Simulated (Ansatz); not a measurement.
Predict the output of the script below (the Python package of Ansatz (0.2.0)).

`na.cif`
```cif
data_Na
_cell_length_a 7.023343
_cell_length_b 7.023343
_cell_length_c 7.023343
_cell_angle_alpha 90.00000
_cell_angle_beta 90.00000
_cell_angle_gamma 90.00000
_symmetry_space_group_name_H-M 'P 1'
_symmetry_Int_Tables_number 1
loop_
_symmetry_equiv_pos_as_xyz
'x, y, z'
loop_
_atom_site_label
_atom_site_type_symbol
_atom_site_fract_x
_atom_site_fract_y
_atom_site_fract_z
Na1 Na    0.000000    0.000000    0.000000
```

The script, `paw_lapw_na.py`:
```python
import ansatz as az
from ase.io import read
import numpy as np

FUNCTIONAL = "PBEsol"
K_SPACING = 0.2
OCCUPATIONS = "cold"
SIGMA = 0.05


def count_gap(report):
    # lowest empty less highest filled band, counting bands; zero where they overlap
    return max(report.get("gap_by_band_count_ev") or 0.0, 0.0)

atoms = read("na.cif")
na = az.Crystal.from_ase(atoms)

base = (
    na.calculation()
    .functional(FUNCTIONAL)
    .kpoints(spacing=K_SPACING)
    .occupations(OCCUPATIONS, width=SIGMA)
    .stress()
    .forces()
    .band_table()
)
variants = {
    "PAW": base.pseudopotentials("paw", azcp={"folder": "soft_1"}),
    "LAPW": base.pseudopotentials("all_electron", lapw=True),
}
rows = []
for label, variant in variants.items():
    data = variant.run(threads=1, pin="off").report
    levels = np.array(data["eigenvalues_ev"][0]) - data["fermi_energy_ev"]
    print(label, "levels at the first k-point near E_F:", np.round(levels[np.abs(levels) < 5], 3))
    rows.append((label, data["n_electrons"], np.trace(data["stress_gpa"]) / 3, count_gap(data)))
for row in rows:
    print("; ".join(f"{name} = {round(v, 4) if isinstance(v, float) else v}" for name, v in zip(["treatment", "electrons in bands", "P GPa", "gap by band count eV"], row)))
```

Output of `python paw_lapw_na.py`:
```text
DeckWarning: basis.ecutwfc = 420 eV, auto-derived from the records' recommended cutoffs: set by Na (normal level)
DeckWarning: soft_1/Na.paw.azcp: the record states the generating functional pbe (its physics header spells it `PBE`), which answers neither for hamiltonian.xc's functional nor for the pbesol [...]
PAW levels at the first k-point near E_F: [-0.396  2.715  2.715  2.715  3.026]
LAPW levels at the first k-point near E_F: [-0.396  2.714  2.714  2.714  3.027]
treatment = PAW; electrons in bands = 9.0; P GPa = -0.1458; gap by band count eV = 0.0
treatment = LAPW; electrons in bands = 7.0; P GPa = -0.1458; gap by band count eV = 0.0
```
(Warnings from the package without file and line, shortened.)

PAW gives -0.146 GPa and LAPW -0.146 GPa, 0.000 GPa apart. They took 1.4 and 0.4 s of processor time.

Notes:
- The computed bands are complete only to about 2.9 eV above the Fermi level.
- A gap by band count of zero or less means overlapping bands, a metal, and at an odd count of electrons it is no gap at all.
- The PAW files read here were made with PBE, not with each functional that runs on them.
- This isn't the structure that Na takes at ambient conditions.
- Gaps and levels are Kohn-Sham values on a finite set of k-points.
- Pressure is positive in compression; the treatments may keep other shells as core, so totals and counts of electrons can differ.
- The whole script took 2.6 s on 1 thread of Intel(R) Xeon(R) Processor @ 2.30GHz, on a shared host, peak memory 0.62 GiB.
